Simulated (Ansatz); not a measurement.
**SrO: a single-point run**

Wanted: a converged single-point run for SrO, and a check of what comes out. The structure is shown as the input types it.

Computed with Ansatz 0.2.0 (density functional or hybrid calculation with the settings of its input, plane waves (as first typed), unless a step's input says otherwise).

2 further runs of the same task are left out: 2 that didn't finish.

## Step 1: The system as given

It takes space group Fm-3m (No. 225, cubic). The conventional cell has a = 5.160 Å, b = 5.160 Å, c = 5.160 Å, α = 90.00°, β = 90.00°, γ = 90.00°. Sr (site symmetry m-3m) is surrounded by 6 O at 2.58 Å. Around O (site symmetry m-3m) lie 6 Sr at 2.58 Å.

The input asks for a charge of -2 e on the cell.

As a file:

```
Sr O
1.0
     0.00000    2.57989    2.57989
     2.57989    0.00000    2.57989
     2.57989    2.57989    0.00000
Sr O
1 1
Direct
  0.00000 0.00000 0.00000
  0.50000 0.50000 0.50000
```

## Step 2: Running it

Input file input.yaml:

```yaml
crystal:
  lattice:
    - [0.0, 2.5798923271, 2.5798923271]
    - [2.5798923271, 0.0, 2.5798923271]
    - [2.5798923271, 2.5798923271, 0.0]
  atoms:
    - { symbol: Sr, position: [0.0, 0.0, 0.0] }
    - { symbol: O, position: [0.5, 0.5, 0.5] }
kpoints:
  mp_grid: { grid: [6, 6, 6] }
hamiltonian:
  xc: pbe
scf:
  occupations: { method: fixed }
  n_extra_bands: 4
  max_iter: 61
output:
  forces: true
  stress: true
  eigenvalues: true
total_charge: -2
```

Command:

```
> ansatz run input.yaml --threads 4 --pin off --max-ram 3686MiB --backend cpu --events-out ev --progress --plain --runs-dir out
```

What happens when this is run?

The program finished normally, with warnings (band overlap at count, metallic iterate). It gives a pressure of -47 GPa, which is large.

In the input, total_charge is -2. With this charge the calculation describes a differently charged system.

The test: delete total_charge (the default then holds).
